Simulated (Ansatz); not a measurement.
# FH4SiSn+ (SMILES F[SiH2][SnH2+]): one structure at several levels

Aim: energy, forces and dipole at a structure displaced at random from a GFN2-xTB minimum, from CCSD(T) and from density functionals.

Computed with Ansatz 0.2.0, Gaussian basis. Level: single points in def2-TZVPP.

Correlated methods freeze the cores. Filled d shells of the heavier atoms are correlated. Core potentials replace the inner electrons past krypton, and spin-orbit coupling is left out. B3LYP uses VWN-RPA correlation.

## Step 1: Where the work starts

SMILES `F[SiH2][SnH2+]`, 7 atoms, charge 1, spin multiplicity 1.

Atoms are counted from 1 here; the program's logs count them from 0.

Bond lengths: F1–Si2 1.539 Å, Si2–Sn3 2.901 Å, Si2–H4 1.514 Å, Si2–H5 1.327 Å, Sn3–H6 1.849 Å, Sn3–H7 1.851 Å. Angles: F1–Si2–Sn3 97.6°, F1–Si2–H4 108.8°, F1–Si2–H5 110.3°, Sn3–Si2–H4 98.2°, Sn3–Si2–H5 92.5°, H4–Si2–H5 137.5°, Si2–Sn3–H6 132.1°, Si2–Sn3–H7 132.7°, H6–Sn3–H7 94.2°.

Coordinates:

```xyz
7

F    -1.9736   -1.1144    0.0701
Si   -1.2250   -0.1821   -0.8990
Sn    1.1261    0.2647    0.7404
H    -0.5783   -1.0203   -1.9819
H    -1.6410    1.0690   -0.7477
H     1.3825    1.2097    2.3088
H     2.7917   -0.5405    0.7930
```

## Step 2: CCSD(T)/def2-TZVPP

Contents of run/in.yaml:

```yaml
crystal:
  periodic: [false, false, false]
  atoms:
    - {symbol: F, position_ang: [-1.973600, -1.114400, 0.070100]}
    - {symbol: Si, position_ang: [-1.225000, -0.182100, -0.899000]}
    - {symbol: Sn, position_ang: [1.126100, 0.264700, 0.740400]}
    - {symbol: H, position_ang: [-0.578300, -1.020300, -1.981900]}
    - {symbol: H, position_ang: [-1.641000, 1.069000, -0.747700]}
    - {symbol: H, position_ang: [1.382500, 1.209700, 2.308800]}
    - {symbol: H, position_ang: [2.791700, -0.540500, 0.793000]}
basis:
  gaussian: {orbitals: def2-TZVPP}
total_charge: 1
correlation: {method: ccsd_t}
output: {forces: true}
```

No record of the launch command was kept for these runs.

## Step 3: PBE0-D4/def2-TZVPP

Edit run/in.yaml of step 2 so:

```diff
@@ -13,3 +13,3 @@
 total_charge: 1
-correlation: {method: ccsd_t}
-output: {forces: true}
+hamiltonian: {xc: pbe0, dispersion: d4}
+output: {forces: true, orbitals: {seedname: orbitals}}
```

## Step 4: wB97M-V/def2-TZVPP

Edit run/in.yaml of step 3 so:

```diff
@@ -13,3 +13,3 @@
 total_charge: 1
-hamiltonian: {xc: pbe0, dispersion: d4}
-output: {forces: true, orbitals: {seedname: orbitals}}
+hamiltonian: {xc: {name: wB97M-V}}
+output: {forces: true}
```

## Step 5: r2SCAN-D4/def2-TZVPP

Edit run/in.yaml of step 4 so:

```diff
@@ -13,3 +13,3 @@
 total_charge: 1
-hamiltonian: {xc: {name: wB97M-V}}
+hamiltonian: {xc: r2scan, dispersion: d4}
 output: {forces: true}
```

## Step 6: PBE-D4/def2-TZVPP

Edit run/in.yaml of step 5 so:

```diff
@@ -13,3 +13,3 @@
 total_charge: 1
-hamiltonian: {xc: r2scan, dispersion: d4}
+hamiltonian: {xc: pbe, dispersion: d4}
 output: {forces: true}
```

## Step 7: B3LYP-D4/def2-TZVPP

Edit run/in.yaml of step 6 so:

```diff
@@ -13,3 +13,3 @@
 total_charge: 1
-hamiltonian: {xc: pbe, dispersion: d4}
+hamiltonian: {xc: {name: B3LYP}, dispersion: d4}
 output: {forces: true}
```

## Step 8: wB97X-V/def2-TZVPP

Edit run/in.yaml of step 7 so:

```diff
@@ -13,3 +13,3 @@
 total_charge: 1
-hamiltonian: {xc: {name: B3LYP}, dispersion: d4}
+hamiltonian: {xc: {name: wB97X-V}}
 output: {forces: true}
```

(Steps that only read results are left out.)

What does the calculation give? Wanted: energy less free atoms, CCSD(T)/def2-TZVPP; RMS force component; RMS force error; HOMO and LUMO, PBE0-D4; T1 diagnostic.

**Answer**, as computed:

```
                                  quantity                                                                                            value
energy less free atoms, CCSD(T)/def2-TZVPP                                                                                   -1056.4 kJ/mol
                       RMS force component                                                             1.457 to 1.546 eV/Å over the methods
                           RMS force error  PBE0-D4 0.064, wB97M-V 0.074, r2SCAN-D4 0.066, PBE-D4 0.264, B3LYP-D4 0.116, wB97X-V 0.058 eV/Å
                    HOMO and LUMO, PBE0-D4                                                                              -13.06 and -8.37 eV
                             T1 diagnostic                                                                                            0.014
```

Against CCSD(T) the functionals' energies less atoms differ by -59.1 to -4.1 kJ/mol, PBE-D4 by -35.8 kJ/mol. A larger basis would deepen the CCSD(T) value, while the functionals are nearly converged already, so the order here is not reliable. The forces of wB97X-V come nearest to CCSD(T), those of PBE-D4 are farthest. Frozen-core CCSD(T) forces in triple zeta carry basis errors of their own, and this is one geometry, so small gaps rank nothing.
